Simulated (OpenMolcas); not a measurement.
**Ir²⁺ among point charges: CASSCF and CASPT2 levels and susceptibility**

Aim: the splitting of the states of Ir²⁺ in the field of 5 point charges, its lowest levels with spin-orbit coupling and its magnetic susceptibility.

Method: state-averaged CASSCF and CASPT2, spin-orbit coupling by RASSI with atomic mean-field integrals. Code: OpenMolcas 26.06.

### Step 1. The atom as given

| Property | Result |
| --- | --- |
| Species | Ir²⁺ (iridium, Z = 77, 75 electrons) |
| Basis | ANO-RCC-VDZP [7s6p4d2f], 59 functions |
| Scalar Hamiltonian | DKH2, point nucleus |
| Inactive shells | 1s 2s 2p 3s 3p 3d 4s 4p 4d 4f 5s 5p |
| Active space | 7 electrons in 5 orbitals (5d) |
| Some configurations of this space | 5d7 |
| Orbitals | optimised for each spin and parity, averaged over all roots |

The outer shells:

5d7
```
5d [↑↓][↑↓][↑ ][↑ ][↑ ]
```

The ion sits among 5 point charges of -2 e arranged as a trigonal bipyramid (D3h), 2.11 Å from the ion, with the axial distance 2.279 Å.

Each step is its own input file, run in one work folder so that later steps find the files of earlier ones. Labels, J, g values, rates, χT and fits are worked out afterwards by a script from the matrices that RASSI stores.

### Step 2. Basis and integrals

The input, a.inp:

```
&GATEWAY
Coord
1

Ir 0.0 0.0 0.0
Basis=ANO-RCC-VDZP
Group=NoSym
NoMove
AngMom=0.0 0.0 0.0
AMFI
XField
5 Angstrom 0
2.110000 0.000000 0.000000 -2.000000
-1.055000 1.827314 0.000000 -2.000000
-1.055000 -1.827314 0.000000 -2.000000
0.000000 0.000000 2.278800 -2.000000
0.000000 0.000000 -2.278800 -2.000000
&SEWARD
```

On the command line:

```sh
OMP_NUM_THREADS=1 MOLCAS_MEM=1689 MOLCAS_PROJECT=a pymolcas a.inp > a.log
```

Standard output:

```text
Basis set label: IR.ANO-RCC...7S6P4D2F.

      Electronic valence basis set:
      ------------------
      Associated Effective Charge  77.000000 au
      Associated Actual Charge     77.000000 au
      Nuclear Model: Point charge

      Shell  nPrim  nBasis  Cartesian Spherical Contaminant
         s      24       7        X
         p      21       6        X
         d      15       4                 X
         f      11       2                 X
                  Relativistic Douglas-Kroll-Hess integrals:
                    - DKH order of Hamiltonian: 2
                    - DKH order of Properties : 0
                  Atomic mean-field integrals
```

### Step 3. CASSCF: quartets, 10 roots

The input, a.inp:

```
&RASSCF
FileOrb=start.orb
Symmetry=1
Spin=4
nActEl=7 0 0
Inactive=34
Ras2=5
CIRoot=10 10 1
SDav=10
CIMx=300
Iter=120 100
PrWF=0.3
OrbListing=Nothing
MaxOrb=0
>>> COPY $Project.JobIph JOB001
```

On the command line:

```sh
OMP_NUM_THREADS=1 MOLCAS_MEM=1689 MOLCAS_PROJECT=a pymolcas a.inp > a.log
```

start.orb holds the contracted functions of the basis, ordered by shell, or the orbitals of the step before.

Standard output, cut to the lines that bear on the results:

```text
[...]
      Number of active orbitals                  5
[...]
      Spin quantum number                      1.5
[...]
      Active orbitals                            5
[...]
      Number of CSFs                            10
      Number of root(s) required                10
[...]
      Convergence after 14 iterations
[...]
      Natural orbitals and occupation numbers for root  1
      sym 1:   1.000000   1.865999   1.865999   1.134001   1.134001
      Natural orbitals and occupation numbers for root  2
      sym 1:   1.500000   1.500000   1.000000   1.500000   1.500000
      Natural orbitals and occupation numbers for root  3
      sym 1:   1.500000   1.500000   1.000000   1.500000   1.500000
::    RASSCF root number  1 Total energy: -17814.71651928
::    RASSCF root number  2 Total energy: -17814.71156904
::    RASSCF root number  3 Total energy: -17814.71084012
[...]
::    RASSCF root number  7 Total energy: -17814.67098320
::    RASSCF root number  8 Total energy: -17814.65467246
::    RASSCF root number  9 Total energy: -17814.63244628
::    RASSCF root number 10 Total energy: -17814.63244628
```

### Step 4. CASSCF: doublets, 40 roots

The input, a.inp:

```
&RASSCF
FileOrb=start.orb
Symmetry=1
Spin=2
nActEl=7 0 0
Inactive=34
Ras2=5
CIRoot=40 40 1
SDav=40
CIMx=300
Iter=120 100
PrWF=0.3
OrbListing=Nothing
MaxOrb=0
>>> COPY $Project.JobIph JOB002
```

On the command line:

```sh
OMP_NUM_THREADS=1 MOLCAS_MEM=1689 MOLCAS_PROJECT=a pymolcas a.inp > a.log
```

Standard output, cut to the lines that bear on the results:

```text
[...]
      Number of active orbitals                  5
[...]
      Spin quantum number                      0.5
[...]
      Active orbitals                            5
[...]
      Number of CSFs                            40
      Number of root(s) required                40
[...]
      Convergence after 10 iterations
[...]
      Natural orbitals and occupation numbers for root  1
      sym 1:   1.915024   1.969314   0.134943   1.966445   1.014275
      Natural orbitals and occupation numbers for root  2
      sym 1:   1.012974   1.966445   0.135602   1.969314   1.915666
      Natural orbitals and occupation numbers for root  3
      sym 1:   1.622865   1.696812   0.741473   1.299614   1.639237
::    RASSCF root number  1 Total energy: -17814.67439919
::    RASSCF root number  2 Total energy: -17814.67439919
::    RASSCF root number  3 Total energy: -17814.65151988
[...]
::    RASSCF root number 27 Total energy: -17814.59650528
::    RASSCF root number 28 Total energy: -17814.59650528
::    RASSCF root number 29 Total energy: -17814.56808081
::    RASSCF root number 30 Total energy: -17814.56585769
```

### Step 5. RASSI: spin-orbit coupling between the states

The input, a.inp:

```
&RASSI
NrOfJobIphs=2 10 40
1 2 3 4 5 6 7 8 9 10
1 2 3 4 5 6 7 8 9 10 11 12 13 14 15 16 17 18 19 20 21 22 23 24 25 26 27
28 29 30 31 32 33 34 35 36 37 38 39 40
IphNames
JOB001
JOB002
EJob
SpinOrbit
DIPRint=1.0
SOCoupling=1000.0
Subsets=2
Property=9
'ANGMOM' 1 'ANGMOM' 2 'ANGMOM' 3 'MLTPL  1' 1 'MLTPL  1' 2 'MLTPL  1' 3
'AMFI' 1 'AMFI' 2 'AMFI' 3
SOProperty=3
'ANGMOM' 1 'ANGMOM' 2 'ANGMOM' 3
```

Standard output, cut to the lines that bear on the results:

```text
SPIN-FREE ENERGIES:
  (Shifted by EMIN (a.u.) =     -17814.7165192750)
 SF State       Relative EMIN(au)   Rel lowest level(eV)    D:o, cm**(-1)      L_eff
     1             0.0000000000        0.0000000000              0.0000         3.0
     2             0.0049502372        0.1347028168           1086.4515         2.9
     3             0.0056791515        0.1545375861           1246.4297         2.9
     4             0.0139982296        0.3809112337           3072.2563         2.9
     5             0.0139982309        0.3809112689           3072.2566         2.9
    11             0.0421200832        1.1461458525           9244.2897         3.9
    12             0.0421200851        1.1461459038           9244.2901         3.9
     6             0.0455360775        1.2390997922           9994.0138         2.9
     7             0.0455360786        1.2390998235           9994.0141         2.9
     8             0.0618468111        1.6829374643          13573.8061         1.0
[...]
Eigenvalues of complex Hamiltonian:
   -----------------------------------
  (Shifted by EMIN (a.u.) =     -17814.7165192750)
 SO State       Relative EMIN(au)   Rel lowest level(eV)    D:o, cm**(-1)     J-value
     1            -0.0293486017        0.0000000000              0.0000         1.7
     2            -0.0293486017        0.0000000000              0.0000         1.7
     3            -0.0285103324        0.0228104701            183.9788         4.4
     4            -0.0285103324        0.0228104701            183.9788         4.4
     5            -0.0247890629        0.1240713712           1000.7031         4.1
     6            -0.0247890629        0.1240713712           1000.7031         4.1
     7            -0.0206925637        0.2355427923           1899.7807         3.5
     8            -0.0206925637        0.2355427923           1899.7807         3.5
     9            -0.0173657911        0.3260688876           2629.9229         2.8
    10            -0.0173657911        0.3260688876           2629.9229         2.8
    11             0.0056938557        0.9535538422           7690.9304         2.5
[...]
```

Time for these steps: 14 s (1 thread of Intel Xeon Platinum 8375C at 2.90GHz (Ice Lake), shared host).

Spin-free states, with their symmetry labels:

```
  state  degeneracy  E (cm-1)  free-ion L (%)
    4A2           1         0          F (99)
    4A1           1      1086         F (100)
    4A2           1      1246         F (100)
     4E           2      3072          F (93)
     2E           2      9244          G (53)
     4E           2      9994         F (100)
    4A2           1     13574          P (99)
     2E           2     14266          G (61)
     2E           2     14964          G (62)
    2A2           1     15401          G (87)
    2A1           1     15507          G (79)
    2A1           1     15630          G (79)
     2E           2     16653          P (61)
    2A2           1     18234          H (56)
     4E           2     18452          P (93)
    2A1           1     19468          H (76)
    2A2           1     19512          H (85)
     2E           2     22344          H (67)
     2E           2     22629          D (67)
    2A2           1     23911          P (46)
     2E           2     24630          H (61)
    2A1           1     24911          D (79)
     2E           2     25086          D (55)
doublet           2     25429          H (97)
```

With spin-orbit coupling:

| E (cm-1) | Degeneracy | Label | 2S+1 | g |
| --- | --- | --- | --- | --- |
| 0.0 | 2 | E3/2 | 4 | 0.00 0.00 11.66 |
| 184.0 | 2 | E1/2 | 4 | 1.61 6.44 6.44 |
| 1001 | 2 | E3/2 | 4 | 0.00 0.00 4.60 |
| 1900 | 2 | E1/2 | 4 | 0.80 0.80 6.24 |
| 2630 | 2 | E1/2 | 4 | 0.76 0.76 7.94 |
| 7691 | 2 | E3/2 | 4 | 0.00 0.00 2.22 |
| 8153 | 2 | E1/2 | 4 | 0.02 0.02 5.10 |
| 8896 | 2 | E1/2 | 4 | 1.07 4.33 4.33 |
| 9670 | 2 | E3/2 | 4 | 0.00 0.00 3.76 |
| 10733 | 2 | E1/2 | 4 | 2.39 2.39 2.98 |
| 11607 | 2 | E1/2 | 4 | 0.01 0.01 8.88 |
| 13215 | 2 | E1/2 | 2 | 0.15 0.15 5.89 |
| 13873 | 2 | E3/2 | 4 | 0.00 0.00 3.55 |
| 14637 | 2 | E1/2 | 2 | 0.41 1.42 1.42 |
| 15628 | 2 | E1/2 | 4 | 0.17 0.17 5.80 |
| 16660 | 2 | E3/2 | 4 | 0.00 0.00 3.01 |
| 18102 | 2 | E1/2 | 2 | 0.35 0.35 7.31 |
| 18289 | 2 | E1/2 | 4 | 1.46 3.31 3.31 |
| 18305 | 2 | E3/2 | 2 | 0.00 0.00 3.58 |
| 18978 | 2 | E1/2 | 4 | 0.31 1.17 1.17 |
| 19764 | 2 | E3/2 | 4 | 0.00 0.00 3.28 |
| 20008 | 2 | E3/2 | 2 | 0.00 0.00 7.20 |
| 20397 | 2 | E1/2 | 2 | 0.81 2.51 2.51 |
| 20607 | 2 | E3/2 | 2 | 0.00 0.00 0.70 |

The table of states holds 24 of 33 computed; the rest, higher up, is left out. Labels of spin-orbit levels are those of the rotation subgroup (D3 for D3h). Principal g values are given for doublets only; a zero marks a field direction without first-order Zeeman splitting.

Powder χT (cm³ K/mol): 4.25 at 2 K, 4.25 at 5 K, 4.25 at 10 K, 4.26 at 20 K, 4.27 at 50 K, 4.22 at 100 K, 4.18 at 150 K, 4.17 at 200 K, 4.20 at 250 K, 4.24 at 300 K.

Orbitals of the lowest block (energies include the constant potential of the surroundings):

```
shell     space  energy (hartree)  mean occupation  ⟨r²⟩ (bohr²)
   1s  inactive        -2804.5108            2.000      0.000388
   2s  inactive         -494.9599            2.000       0.00633
   2p  inactive         -431.8278            6.000       0.00529
   3s  inactive         -116.8727            2.000        0.0413
   3p  inactive          -97.9675            6.000        0.0421
   3d  inactive          -76.1480           10.000        0.0352
   4s  inactive          -24.8504            2.000         0.203
   4p  inactive          -18.5042            6.000         0.229
   4d  inactive          -10.3577           10.000         0.264
   4f  inactive           -1.2963           14.000         0.343
   5s  inactive           -2.4962            2.000          1.11
   5p  inactive           -0.7424            6.000          1.47
   5d      RAS2                              7.000          3.33
```

### Step 6. CASPT2: IPEA 0.25, imaginary shift 0.1 (closed shells correlated: 4f 5s 5p)

The input, a.inp:

```
>>> COPY JOB001 $Project.JobIph
&CASPT2
Multistate=10 1 2 3 4 5 6 7 8 9 10
NoMult
Frozen=23
IPEA=0.25
Imaginary=0.1
MaxIter=60
WThr=0.0 0.3 0.05
PrWF=0.5
NoMix
>>> COPY JOB002 $Project.JobIph
&CASPT2
Multistate=40 1 2 3 4 5 6 7 8 9 10 11 12 13 14 15 16 17 18 19 20 21 22
23 24 25 26 27 28 29 30 31 32 33 34 35 36 37 38 39 40
NoMult
Frozen=23
IPEA=0.25
Imaginary=0.1
MaxIter=60
WThr=0.0 0.3 0.05
PrWF=0.5
NoMix
```

Standard output, cut to the lines that bear on the results:

```text
[...]
      Active orbitals                            5
[...]
      E2 (Variational):          -0.3319813109
      Total energy:          -17815.0485005859
[...]
::    CASPT2 Root  1     Total energy: -17815.04850059
::    CASPT2 Root  2     Total energy: -17815.04576950
[...]
::    CASPT2 Root 27     Total energy: -17814.93340067
::    CASPT2 Root 28     Total energy: -17814.93356121
::    CASPT2 Root 29     Total energy: -17814.91397620
::    CASPT2 Root 30     Total energy: -17814.91247333
```

This run took 12 s in all on 1 thread of Intel Xeon Platinum 8375C at 2.90GHz (Ice Lake), shared host.

SS-CASPT2: lowest energy less the reference's lowest, -0.3320 hartree; reference weights 0.917 to 0.931.

States without spin-orbit coupling:

```csv
state,degeneracy,E (cm-1),free-ion L (%)
4A2,1,0,F (99)
4A1,1,599,F (100)
4A2,1,681,F (100)
4E,2,2569,F (93)
2E,2,8018,G (53)
4E,2,10687,F (100)
4A2,1,11127,P (99)
2E,2,12557,G (61)
2A1,1,13320,G (79)
2E,2,13606,G (62)
2E,2,13694,P (61)
2A2,1,13931,G (87)
2A1,1,14116,G (79)
2A2,1,16037,H (56)
4E,2,16967,P (93)
2A1,1,17899,H (76)
2A2,1,18041,H (85)
2E,2,19829,D (67)
2E,2,20856,H (67)
2A2,1,21621,P (46)
2A1,1,22410,D (79)
2E,2,23445,D (55)
2E,2,24010,H (61)
doublet,2,24832,H (97)
```

With spin-orbit coupling:

```csv
E (cm-1),Degeneracy,Label,2S+1,g
0,2,E3/2,4,0.00 0.00 11.65
380,2,E1/2,4,1.57 6.43 6.43
1180,2,E3/2,4,0.00 0.00 4.53
1870,2,E1/2,4,0.57 0.57 6.29
2740,2,E1/2,4,0.55 0.55 7.95
7430,2,E3/2,4,0.00 0.00 2.03
8180,2,E1/2,4,0.02 0.02 5.09
8760,2,E1/2,4,1.07 4.10 4.10
9560,2,E3/2,4,0.00 0.00 4.55
10390,2,E1/2,4,2.33 2.33 2.97
12030,2,E1/2,4,0.08 0.08 8.65
12660,2,E3/2,4,0.00 0.00 3.28
13270,2,E1/2,2,0.17 0.17 5.92
13470,2,E1/2,4,0.86 1.06 1.06
15540,2,E1/2,4,0.03 0.03 5.83
16100,2,E3/2,2,0.00 0.00 3.50
16960,2,E1/2,4,1.65 2.25 2.25
17530,2,E3/2,4,0.00 0.00 3.99
17850,2,E1/2,2,0.29 0.29 7.49
18160,2,E1/2,2,0.88 3.82 3.82
19110,2,E3/2,4,0.00 0.00 2.63
19310,2,E3/2,2,0.00 0.00 5.47
19420,2,E1/2,4,0.06 0.13 0.13
19800,2,E3/2,2,0.00 0.00 1.38
```

Powder χT (cm³ K/mol): 4.25 at 2 K, 4.25 at 5 K, 4.25 at 10 K, 4.26 at 20 K, 4.27 at 50 K, 4.29 at 100 K, 4.30 at 150 K, 4.30 at 200 K, 4.31 at 250 K, 4.32 at 300 K.

### Step 7. The methods side by side

A. CASSCF
B. SS-CASPT2, IPEA 0.25, imaginary shift 0.1 (closed shells correlated: 4f 5s 5p)

```
method  ground state  first state of that spin (cm-1)  first gap with spin-orbit (cm-1)  χT at 300 K
     A           4A2                         4A1 1086                             184.0         4.24
     B           4A2                        4A1 599.4                             382.0         4.32
```

### Step 8. Outcome

| quantity | value |
| --- | --- |
| method | SS-CASPT2, IPEA 0.25, imaginary shift 0.1 (closed shells correlated: 4f 5s 5p) |
| spin-free ground state | 4A2, 1-fold in its orbital part |
| first state of the same spin within the active space | 4A1 at 599 cm⁻¹ |
| lowest level | 2-fold E3/2, g = 0.00, 0.00, 11.65 |
| next level | 382.0 cm⁻¹ |
| χT at 300 K | 4.32 cm³ K/mol |
| effective moment at 300 K | 5.88 μB |

Cost by method:

```
                                                 method  time of its own steps  time with the reference
                                              A. CASSCF                   14 s                     14 s
B. SS-CASPT2, IPEA 0.25, imaginary shift 0.1, +4f 5s 5p                   12 s                     26 s
```

Times are of one thread on a shared host.

What this shows: The spin-free ground state (4A2) comes to 99 % from free-ion F terms and keeps the highest spin of the shell. χT at 300 K is 4.32, against 1.88 cm³ K/mol for the spin alone, so orbital moment adds to it. An active space of the d shell alone favours high spin; real ions in strong fields can be low spin. CASPT2 does not keep the components of a term degenerate, and the means are used. The field of point charges can differ much from that of real complexes. With metal d orbitals alone active, the gaps between spin states are rough; where two lie within a few thousand cm-1, their order is open. This is an electrostatic model: the charges have no orbitals.
